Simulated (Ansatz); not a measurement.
# BrH6NSi: the cost of one run

All numbers below are computed with Ansatz 0.2.0 (RKS PBE0-D4/def2-SVP).

### 1 The structure to begin with

Bond lengths: Si1–Br2 2.699 Å, Si1–H3 1.465 Å, Si1–H4 1.452 Å, Si1–N5 1.701 Å, N5–H8 1.007 Å, N5–H9 1.005 Å. Angles: Br2–Si1–H3 92.5°, Br2–Si1–H4 104.8°, Br2–Si1–N5 113.1°, H3–Si1–H4 108.5°, H3–Si1–N5 101.5°, H4–Si1–N5 129.9°, Si1–N5–H8 125.1°, Si1–N5–H9 122.0°, H8–N5–H9 112.7°.

Structure file:

```xyz
9

Si   -0.4867   -0.2506   -0.4322
Br    1.6100    0.6989   -1.8424
H    -0.4759   -1.5258   -1.1540
H    -1.6242    0.5279   -0.8901
N    -0.0646   -0.7468    1.1387
H     0.7949    1.6963   -0.3165
H     0.0230    1.4369    0.2189
H     0.0845   -0.1301    1.9203
H     0.1390   -1.7067    1.3573
```

### 2 A restrained relaxation towards end A

Springs on the bonds that form and break draw the guess towards this end; the thresholds are loose.

File input.yaml:

```yaml
crystal:
  periodic: [false, false, false]
  atoms:
    - { symbol: Si, position_ang: [-0.4867, -0.2506, -0.4322] }
    - { symbol: Br, position_ang: [1.61, 0.6989, -1.8424] }
    - { symbol: H, position_ang: [-0.4759, -1.5258, -1.154] }
    - { symbol: H, position_ang: [-1.6242, 0.5279, -0.8901] }
    - { symbol: "N", position_ang: [-0.0646, -0.7468, 1.1387] }
    - { symbol: H, position_ang: [0.7949, 1.6963, -0.3165] }
    - { symbol: H, position_ang: [0.023, 1.4369, 0.2189] }
    - { symbol: H, position_ang: [0.0845, -0.1301, 1.9203] }
    - { symbol: H, position_ang: [0.139, -1.7067, 1.3573] }
basis:
  gaussian: { orbitals: def2-SVP }
hamiltonian:
  xc: pbe0
  dispersion: d4
relax:
  f_tol: 0.15
  max_steps: 25
  restrain:
    - { distance: [0, 6], at: 2.72, k: 30.0 }
    - { distance: [5, 1], at: 2.81, k: 30.0 }
    - { distance: [0, 1], at: 2.31, k: 30.0 }
    - { distance: [5, 6], at: 0.62, k: 30.0 }
```

On the command line:

```console
> ansatz run input.yaml --threads 2 --pin off --max-ram 3072MiB --backend cpu --events-out ev --progress --plain --runs-dir out
```

Q: Estimate wall time and peak memory on 2 threads of AMD EPYC 9R14 (Zen 4), shared host.

About 12 s, with a peak of 0.22 GiB.
